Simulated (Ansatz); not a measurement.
# CH2BNO2: the cost of one run

Method: UKS B3LYP-D4/def2-SVP, in Ansatz 0.2.0.

### 1 The starting structure

Bond lengths: O1–C2 1.278 Å, C2–N3 1.447 Å, C2–B4 1.526 Å, N3–B4 1.432 Å, B4–O5 1.483 Å, N3–H6 1.079 Å, O5–H7 0.985 Å. Angles: O1–C2–N3 148.6°, O1–C2–B4 153.6°, N3–C2–B4 57.5°, C2–N3–B4 64.0°, C2–N3–H6 149.1°, B4–N3–H6 146.7°, C2–B4–N3 58.5°, C2–B4–O5 146.1°, N3–B4–O5 154.9°, B4–O5–H7 104.7°.

Structure file:

```xyz
7

O    -0.5909   -2.2246    0.5828
C    -0.1259   -1.0522    0.3774
N     0.7945   -0.0047    0.7621
B     0.0440    0.2282   -0.4350
O    -0.4533    1.0407   -1.5714
H     1.5663    0.3512    1.4268
H    -1.1734    1.5933   -1.1884
```

### 2 Relaxing end A

input.yaml

```yaml
crystal:
  periodic: [false, false, false]
  atoms:
    - { symbol: O, position_ang: [-0.5909, -2.2246, 0.5828] }
    - { symbol: C, position_ang: [-0.1259, -1.0522, 0.3774] }
    - { symbol: "N", position_ang: [0.7945, -0.0047, 0.7621] }
    - { symbol: B, position_ang: [0.044, 0.2282, -0.435] }
    - { symbol: O, position_ang: [-0.4533, 1.0407, -1.5714] }
    - { symbol: H, position_ang: [1.5663, 0.3512, 1.4268] }
    - { symbol: H, position_ang: [-1.1734, 1.5933, -1.1884] }
magnetization:
  spin_polarized: true
basis:
  gaussian: { orbitals: def2-SVP }
hamiltonian:
  xc: b3lyp
  dispersion: d4
relax:
  f_tol: 0.02
  max_steps: 50
```

Run with:

```sh
$ ansatz run input.yaml --threads 2 --pin off --max-ram 3072MiB --backend cpu --events-out ev --progress --plain --runs-dir out
```

What time and memory should one allow on 2 threads of AMD EPYC 7R43 (Zen 3), shared host?

About 26 s, with a peak of 0.21 GiB.
